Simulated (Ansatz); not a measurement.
# CH5OSb: one species, many methods

Aim: compute CH5OSb with functionals from several rungs and with coupled cluster. The yardstick is the atomisation energy at the CCSD(T) limit.

Computed with Ansatz 0.2.0, Gaussian basis. Level: functionals in def2-TZVPP, the program's frozen cores in correlated methods.

The runs, in order: LDA (SPW92), PBE-D4, revPBE-D4, BLYP-D4, r2SCAN-D4, B97M-V, PBE0-D4, B3LYP-D4, r2SCANh-D4, r2SCAN0-D4, HSE06-D4, BHLYP-D4, CAM-B3LYP-D4, LC-ωPBE, ωB97X-V, ωB97M-V, B2PLYP, PBE-QIDH; CCSD(T)/def2-SVP; CCSD(T)/def2-TZVPP; MP2/def2-QZVPP; extrapolation to the limit; RPA on PBE.

**1. The relaxed structure**

The geometry comes from an earlier relaxation with PBE0-D4 in a triple-zeta def2 set; it is a stationary point, not always the lowest conformer. Sb takes the def2 core potential; no spin-orbit term is included.

SMILES `[CH3][SbH][OH]`, 8 atoms, charge 0, spin multiplicity 1.

Atoms are counted from 1 here; the program's logs count them from 0.

Bond lengths: C1–Sb2 2.142 Å, C1–H4 1.091 Å, C1–H5 1.089 Å, C1–H6 1.090 Å, Sb2–O3 1.977 Å, Sb2–H7 1.720 Å, O3–H8 0.960 Å. Angles: Sb2–C1–H4 110.0°, Sb2–C1–H5 109.7°, Sb2–C1–H6 108.1°, H4–C1–H5 109.4°, H4–C1–H6 109.8°, H5–C1–H6 109.8°, C1–Sb2–O3 93.0°, C1–Sb2–H7 92.6°, O3–Sb2–H7 94.7°, Sb2–O3–H8 110.4°.

**2. LDA**

This LDA is Slater exchange with PW92 correlation.

Contents of in.yaml:

```yaml
crystal:
  periodic: [false, false, false]
  atoms:
    - {symbol: C, position_ang: [-0.716805, 0.886101, -0.309704]}
    - {symbol: Sb, position_ang: [0.912691, 0.033580, 0.788791]}
    - {symbol: O, position_ang: [0.358003, -1.819492, 0.378431]}
    - {symbol: H, position_ang: [-0.464659, 1.899552, -0.625771]}
    - {symbol: H, position_ang: [-1.607583, 0.913152, 0.317005]}
    - {symbol: H, position_ang: [-0.899574, 0.262285, -1.184370]}
    - {symbol: H, position_ang: [1.984782, 0.160598, -0.549638]}
    - {symbol: H, position_ang: [0.525446, -2.392976, 1.129559]}
basis:
  gaussian: {orbitals: def2-TZVPP}
hamiltonian: {xc: lda}
output: {orbitals: {seedname: orbitals}}
```

On the command line:

```console
$ ansatz run in.yaml --threads 2 --pin off --events-out ev --progress --plain --max-ram 4352MiB
```

After this run come: PBE-D4 (GGA); revPBE-D4 (GGA); BLYP-D4 (GGA); r2SCAN-D4 (meta-GGA); B97M-V (meta-GGA); PBE0-D4 (hybrid); B3LYP-D4 (hybrid); r2SCANh-D4 (hybrid); r2SCAN0-D4 (hybrid); HSE06-D4 (hybrid); BHLYP-D4 (hybrid); CAM-B3LYP-D4 (range-separated); LC-ωPBE (range-separated); ωB97X-V (range-separated); ωB97M-V (range-separated); B2PLYP (double hybrid); PBE-QIDH (double hybrid); CCSD(T) in def2-SVP; CCSD(T) in def2-TZVPP; MP2 in def2-QZVPP; RPA on PBE orbitals.

Before running them: what should the planned runs give, taken together? Wanted: atomisation energy, CCSD(T)/CBS; farthest beyond LDA; mean size of error, GGA; mean size of error, meta-GGA; mean size of error, hybrid; mean size of error, range-separated; mean size of error, double hybrid; gap, smallest and largest; T1 diagnostic.

**Answer**, as computed:

| quantity | value |
| --- | --- |
| atomisation energy, CCSD(T)/CBS | 2588.2 kJ/mol |
| functionals within 25.9 kJ/mol (1.0 %) | BLYP-D4, r2SCAN-D4, B97M-V, B3LYP-D4, CAM-B3LYP-D4, ωB97X-V, ωB97M-V |
| farthest beyond LDA | BHLYP-D4 (-103.5 kJ/mol) |
| mean size of error, GGA | 23.1 kJ/mol |
| mean size of error, meta-GGA | 14.0 kJ/mol |
| mean size of error, hybrid | 52.4 kJ/mol |
| mean size of error, range-separated | 20.1 kJ/mol |
| mean size of error, double hybrid | 58.2 kJ/mol |
| gap, smallest and largest | 4.23 eV (LDA (SPW92)), 10.73 eV (LC-ωPBE) |
| T1 diagnostic | 0.0134 |
| triples share of the correlation energy | 3.3 % |

What this shows: The LDA atomisation energy is off by 377.0 kJ/mol (15 %): it overbinds. PBE-D4 is off by +25.9 kJ/mol. Double hybrids carry the basis error of their MP2 part in triple zeta, and no dispersion term here, so their miss is partly the set-up's. The rungs meta-GGA, range-separated, GGA miss on average by less than the doubt on the reference (25.9 kJ/mol), so they tie. The reference freezes the cores and leaves out spin-orbit coupling and excitations past (T), and its outer-core shells are covered unevenly, so misses under about 25.9 kJ/mol can't be ranked. All levels share the lack of spin-orbit coupling, which lowers the free heavy atoms and so the true binding. Hartree-Fock recovers 68 % of the binding; the rest is correlation. CCSD(T) in def2-SVP is off by -236.5 kJ/mol, worse than the median functional, from the basis alone. Orbital gaps span 4.2 to 10.7 eV; exact exchange widens them. Correlated methods include outer-core shells of Sb, which these sets cover unevenly.
